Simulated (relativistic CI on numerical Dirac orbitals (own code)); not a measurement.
# Sr XX (Sr¹⁹⁺): levels and lines

The task is the spectrum of Sr¹⁹⁺: levels, purity of their labels, lifetimes and lines; runs with one setting changed show what the result hangs on.

Program: relativistic CI on numerical Dirac orbitals (own code) version 4. Level of theory: Dirac-Coulomb-Breit CI, KLI orbitals optimised for each configuration, model QED (radiative potential, 1s self-energy scaled to tabulated hydrogen-like ionisation energies). These are calculated values, not measurements, unless marked.

### 1 The system

* ion: Sr¹⁹⁺ (Sr XX)
* nuclear charge: 38
* electrons: 19
* isotope: A = 88
* first configuration typed: [Ar] 3d

Outer shells as boxes (Hund's rule):

first configuration typed
```
[Ar] core
3d [↑ ][  ][  ][  ][  ]
```

### 2 Base run

The run's settings:

```ini
atom Sr  Z=38  charge=19  electrons=19
nucleus A=88  rms_radius_fm=4.2240
hamiltonian dirac-coulomb  breit=on  qed=on  c_scale=1
orbitals kli  potential=per-configuration
slater_scale 1
correlation none
mixing on
configurations
  [Ar] 3d
  [Ne] 3s2 3p5 3d2
  [Ne] 3s 3p6 3d2
  [Ar] 4s
  [Ar] 4p
  [Ar] 4d
  [Ar] 4f
  [Ne] 3s2 3p5 3d 4s
  [Ne] 3s2 3p5 3d 4p
  [Ne] 3p6 3d3
  [Ne] 3p5 3d4
end
```

Started as:

```bash
python run_levels.py task.json out
```

The settings of every run stand in task.json; they run in order.

### 3 Slater integrals scaled by 0.9

Changes to the settings of step 2:

```diff
@@ -4,3 +4,3 @@
 orbitals kli  potential=per-configuration
-slater_scale 1
+slater_scale 0.9
 correlation none
```

### 4 Without configuration mixing

Changes to the settings of step 3:

```diff
@@ -4,5 +4,5 @@
 orbitals kli  potential=per-configuration
-slater_scale 0.9
+slater_scale 1
 correlation none
-mixing on
+mixing off
 configurations
```

### 5 Without QED terms

Changes to the settings of step 4:

```diff
@@ -2,3 +2,3 @@
 nucleus A=88  rms_radius_fm=4.2240
-hamiltonian dirac-coulomb  breit=on  qed=on  c_scale=1
+hamiltonian dirac-coulomb  breit=on  qed=off  c_scale=1
 orbitals kli  potential=per-configuration
@@ -6,3 +6,3 @@
 correlation none
-mixing off
+mixing on
 configurations
```

(Steps that only read results are left out.)

Q: Predict the outcome of this session. Wanted: lowest level; first excitation; lowest level of the other parity; fastest E1 line; ionisation energy.

As calculated:

| run | time | mean size of shift, levels followed (cm⁻¹) | lowest level | ionisation energy (eV) |
| --- | --- | --- | --- | --- |
| main run | 0.7 s | 0 | 3d 2D3/2 | 774.65 |
| Slater integrals scaled by 0.9 | 0.72 s | 7458 | 3d 2D3/2 | 774.65 |
| without configuration mixing | 0.73 s | 1982 | 3d 2D3/2 | - |
| without QED terms | 0.49 s | 147 | 3d 2D3/2 | 774.62 |

The tabulated theoretical ionisation energy (NIST) is 774 eV.

| quantity | value |
| --- | --- |
| lowest level | 3d 2D3/2 |
| first excitation | 3d 2D5/2, 21187 cm⁻¹ |
| lowest level of the other parity | 3p5 3d2 4D°1/2, 774554 cm⁻¹ |
| levels in the model | 357 |
| fastest E1 line (by rate) to the lowest level among the lowest 200 of 357 levels | 2.941 nm, from 4f 2F°5/2 |
| ionisation energy | 774.65 eV |
| ionisation energy, tabulated theoretical (NIST) | 774 eV |

**Reading.** The lowest level is 3d 2D3/2, 100 % pure in LS and 100 % in jj coupling; over the low levels the means are 73 and 73 %, so they are in intermediate coupling. The ionisation energy agrees with the tabulated theoretical value within its uncertainty of 4 eV. The largest mover is «Slater integrals scaled by 0.9» (7458 cm⁻¹ on average). Lifetimes count radiative decay inside the model alone.
